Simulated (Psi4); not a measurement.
**SnH4 (SMILES [SnH4]) at HF/STO-3G**

What is the vertical ionisation energy of SnH4 at HF/STO-3G? 

The calculation is run with Psi4 1.11.

8 further runs of the same task are left out: 7 that didn't finish, 1 set aside as unsound or not needed.

## Step 1: The structure to begin with

SnH4 has 5 atoms, charge 0, and is taken as a singlet. As SMILES, `[SnH4]`. Geometry: relaxed at PBE0-D4/def2-TZVP.

Bond lengths: Sn1–H2 1.704 Å, Sn1–H3 1.704 Å, Sn1–H4 1.704 Å, Sn1–H5 1.704 Å. Angles: H2–Sn1–H3 109.5°, H2–Sn1–H4 109.5°, H2–Sn1–H5 109.5°, H3–Sn1–H4 109.5°, H3–Sn1–H5 109.5°, H4–Sn1–H5 109.5°.

## Step 2: The energy at HF/STO-3G

h4sn.xyz

```xyz
5
H4Sn
Sn     0.000030     0.000010     0.000040
H      0.823920    -0.853480     1.222940
H     -1.563610     0.403420     0.543140
H     -0.116810    -0.974610    -1.392490
H      0.856470     1.424640    -0.373640
```

h4sn_ase.py

```python
import numpy as np
from ase.calculators.psi4 import Psi4
from ase.io import read

mol = read('h4sn.xyz')
calc = Psi4(atoms=mol, method='scf', basis='STO-3G', memory='2200MB', num_threads=1, charge=0, multiplicity=1, label='calc', reference='rhf')
calc.psi4.set_options({'puream': True, 'e_convergence': 1e-09, 'd_convergence': 1e-08, 'scf_type': 'pk'})
mol.calc = calc

print(f'energy: {mol.get_potential_energy():.6f} eV')
```

Launch:

```bash
python h4sn_ase.py
```

calc.dat:

```text
=> Loading Basis Set <=

    Name: STO-3G
    Role: ORBITAL
    Keyword: BASIS

         ---------------------------------------------------------
                                   SCF
                              RHF Reference
                        1 Threads,   2098 MiB Core
         ---------------------------------------------------------

  ==> Geometry <==

    Molecular point group: c1
    Full point group: C1

    Geometry (in Angstrom), charge = 0, multiplicity = 1:

       Center              X                  Y                   Z               Mass
    ------------   -----------------  -----------------  -----------------  -----------------
         SN           0.000001219797     0.000000569239     0.000001707716   119.902201630000
         H            0.823891219797    -0.853489430761     1.222901707716     1.007825032230
         H           -1.563638780203     0.403410569239     0.543101707716     1.007825032230
         H           -0.116838780203    -0.974619430761    -1.392528292284     1.007825032230
         H            0.856441219797     1.424630569239    -0.373678292284     1.007825032230

  Running in c1 symmetry.

  Rotational constants: A =      2.16125  B =      2.16104  C =      2.16051 [cm^-1]
  Rotational constants: A =  64792.60171  B =  64786.46286  C =  64770.59466 [MHz]
  Nuclear repulsion =   63.261112158345888

  Charge       = 0
  Multiplicity = 1
  Electrons    = 54
  Nalpha       = 27
  Nbeta        = 27

  ==> Algorithm <==

  SCF Algorithm Type is PK.
  DIIS enabled.
  MOM disabled.
  Fractional occupation disabled.
  Guess Type is SAD.
  Energy threshold   = 1.00e-09
  Density threshold  = 1.00e-08
  Integral threshold = 1.00e-12

  ==> Primary Basis <==

  Basis Set: STO-3G
    Blend: STO-3G
    Number of shells: 15
    Number of basis functions: 31
    Number of Cartesian functions: 33
    Spherical Harmonics?: true
    Max angular momentum: 2

  ==> Integral Setup <==

  Using in-core PK algorithm.
   Calculation information:
      Number of atoms:                   5
      Number of AO shells:              15
      Number of primitives:             45
      Number of atomic orbitals:        33
      Number of basis functions:        31

      Integral cutoff                 1.00e-12
      Number of threads:                 1

  Performing in-core PK
  Using 246512 doubles for integral storage.
  We computed 7260 shell quartets total.
  Whereas there are 7260 unique shell quartets.

  ==> DiskJK: Disk-Based J/K Matrices <==

    J tasked:                  Yes
    K tasked:                  Yes
    wK tasked:                  No
    Memory [MiB]:             1573
    Schwarz Cutoff:          1E-12

  Minimum eigenvalue in the overlap matrix is 3.0043476502E-01.
  Reciprocal condition number of the overlap matrix is 1.5899580443E-01.
    Using symmetric orthogonalization.

  ==> Pre-Iterations <==

  SCF Guess: Superposition of Atomic Densities via on-the-fly atomic UHF (no occupation information).

   -------------------------
    Irrep   Nso     Nmo
   -------------------------
     A         31      31
   -------------------------
    Total      31      31
   -------------------------

  ==> Iterations <==

                        Total Energy        Delta E     RMS |[F,P]|

   @RHF iter SAD: -5962.30034890704246   -5.96230e+03   0.00000e+00
   @RHF iter   1: -5965.40406856087338   -3.10372e+00   1.47878e-02 DIIS/ADIIS
   @RHF iter   2: -5965.61077303882666   -2.06704e-01   8.27567e-04 DIIS/ADIIS
   @RHF iter   3: -5965.61152016760661   -7.47129e-04   6.33107e-05 DIIS
   @RHF iter   4: -5965.61152429956292   -4.13196e-06   9.96175e-06 DIIS
   @RHF iter   5: -5965.61152441583909   -1.16276e-07   9.67027e-07 DIIS
   @RHF iter   6: -5965.61152441670401   -8.64929e-10   6.82993e-08 DIIS
   @RHF iter   7: -5965.61152441670129    2.72848e-12   1.81511e-09 DIIS
  Energy and wave function converged.

  ==> Post-Iterations <==

    Orbital Energies [Eh]
    ---------------------

    Doubly Occupied:

       1A   -1029.881588     2A   -153.513091     3A   -145.342670
       4A   -145.342670     5A   -145.342670     6A    -29.587785
       7A    -26.569892     8A    -26.569891     9A    -26.569891
      10A    -18.172203    11A    -18.172201    12A    -18.171583
      13A    -18.171582    14A    -18.171581    15A     -4.793605
      16A     -3.545776    17A     -3.545773    18A     -3.545772
      19A     -0.873227    20A     -0.873225    21A     -0.873224
      22A     -0.865413    23A     -0.865410    24A     -0.565108
      25A     -0.376493    26A     -0.376476    27A     -0.376434

    Virtual:

      28A      0.470000    29A      0.470145    30A      0.470202
      31A      0.471497

    Final Occupation by Irrep:
              A
    DOCC [    27 ]
    NA   [    27 ]
    NB   [    27 ]

  @RHF Final Energy: -5965.61152441670129

   => Energetics <=

    Nuclear Repulsion Energy =             63.2611121583458882
    One-Electron Energy =               -8375.6348065792881243
    Two-Electron Energy =                2346.7621700042423072
    Total Energy =                      -5965.6115244167012861

Computation Completed

Properties will be evaluated at   0.000000,   0.000000,   0.000000 [a0]

Properties computed using the SCF density matrix

 Multipole Moments:

 ------------------------------------------------------------------------------------
     Multipole            Electronic (a.u.)      Nuclear  (a.u.)        Total (a.u.)
 ------------------------------------------------------------------------------------

 L = 1.  Multiply by 2.5417464519 to convert [e a0] to [Debye]
 Dipole X            :          0.0002544           -0.0001590            0.0000954
 Dipole Y            :          0.0001156           -0.0000742            0.0000414
 Dipole Z            :          0.0003527           -0.0002226            0.0001301
 Magnitude           :                                                    0.0001666

 ------------------------------------------------------------------------------------

	total time  =          1 seconds =       0.02 minutes
```

On the terminal:

```text
energy: -162332.558062 eV
```

Wall time 4.8 s (1 thread of Intel Xeon at 2.50GHz (Skylake/Cascade Lake), shared host); peak memory 0.19 GiB.

## Step 3: The doublet cation: energy and forces at UHF/STO-3G

calc.in

```
memory 2200 mb

molecule system {
  1 2
  Sn     0.000030     0.000010     0.000040
  H      0.823920    -0.853480     1.222940
  H     -1.563610     0.403420     0.543140
  H     -0.116810    -0.974610    -1.392490
  H      0.856470     1.424640    -0.373640
  symmetry c1
}

set reference uhf
set puream true
set e_convergence 1e-09
set d_convergence 1e-08
set scf_type pk
set maxiter 100

gradient("hf/STO-3G")
```

Launch:

```bash
psi4 calc.in calc.out -n 1
```

calc.out:

```text
[...]
  Running in c1 symmetry.
[...]
  Nuclear repulsion =   63.261112158345888
[...]
  Multiplicity = 2
[...]
  Nalpha       = 27
  Nbeta        = 26
[...]
    Number of basis functions: 31
[...]
   @UHF iter   1: -5965.08555862773665   -2.78521e+00   1.31756e-02 DIIS/ADIIS
[...]
   @UHF iter  17: -5965.24676445208752    1.81899e-12   6.23544e-09 DIIS
[...]
   @S^2 Observed:                8.156516163E-01
[...]
    Orbital Energies [Eh]
    ---------------------
    Alpha Occupied:
       1A   -1030.229177     2A   -153.859702     3A   -145.689940
       4A   -145.689270     5A   -145.689270     6A    -29.931972
       7A    -26.915743     8A    -26.913407     9A    -26.913407
      10A    -18.517871    11A    -18.516848    12A    -18.516848
      13A    -18.515704    14A    -18.515447    15A     -5.131117
      16A     -3.889572    17A     -3.879993    18A     -3.879992
      19A     -1.214566    20A     -1.214564    21A     -1.208040
      22A     -1.207356    23A     -1.198296    24A     -0.878977
      25A     -0.715664    26A     -0.705414    27A     -0.705396
    Alpha Virtual:
[...]
  @UHF Final Energy: -5965.24676445208752
   => Energetics <=
    Nuclear Repulsion Energy =             63.2611121583458882
    One-Electron Energy =               -8357.5667945832756232
    Two-Electron Energy =                2329.0589179728426643
    Total Energy =                      -5965.2467644520875183
  UHF NO Occupations:
  HONO-2 :   25  A 1.9872641
  HONO-1 :   26  A 1.9872603
[...]
 Multipole Moments:
 ------------------------------------------------------------------------------------
     Multipole            Electronic (a.u.)      Nuclear  (a.u.)        Total (a.u.)
 ------------------------------------------------------------------------------------
 L = 1.  Multiply by 2.5417464519 to convert [e a0] to [Debye]
 Dipole X            :          0.0003483           -0.0001590            0.0001893
 Dipole Y            :          0.0001730           -0.0000742            0.0000988
 Dipole Z            :          0.0003631           -0.0002226            0.0001405
 Magnitude           :                                                    0.0002556
[...]
  -Total Gradient:
     Atom            X                  Y                   Z
    ------   -----------------  -----------------  -----------------
       1        0.000021079337     0.000013908007     0.000013151121
       2       -0.012822500603    -0.000655637431     0.013782995561
       3       -0.000234726676    -0.007289076480     0.017364522298
       4        0.009083285033     0.010296916806    -0.012894021068
       5        0.003952862909    -0.002366110903    -0.018266647911
[...]
```

Run time: 5.1 s. Hardware: 1 thread of Intel Xeon at 2.50GHz (Skylake/Cascade Lake), shared host; peak memory 0.19 GiB.

## Step 4: What came out

Level: HF/STO-3G.

| quantity | value |
| --- | --- |
| singlet SnH4: total energy | -5965.61152 Eh |
| singlet SnH4: dipole moment | 0.00 D |
| singlet SnH4: HOMO energy | -10.24 eV |
| singlet SnH4: LUMO energy | 12.79 eV |
| singlet SnH4: HOMO–LUMO gap | 23.03 eV |
| doublet cation: total energy | -5965.24676 Eh |
| doublet cation: HOMO energy (highest over α and β) | -16.37 eV |
| doublet cation: LUMO energy (lowest over α and β) | -9.61 eV |
| doublet cation: ⟨S²⟩ | 0.816 |
| doublet cation: largest force on an atom | 0.969 eV/Å |
| vertical ionisation energy (to the doublet cation) | 9.926 eV |

**Reading.** The vertical ionisation energy comes to 9.93 eV (958 kJ/mol). The negative HOMO energy of the first species, 10.24 eV, lies 0.32 eV above that difference. In a minimal basis such a difference can be off by several eV, whatever the method. Relativity is left out (singlet SnH4) although the molecule holds a heavy atom. Relativity is left out (doublet cation) although the molecule holds a heavy atom.
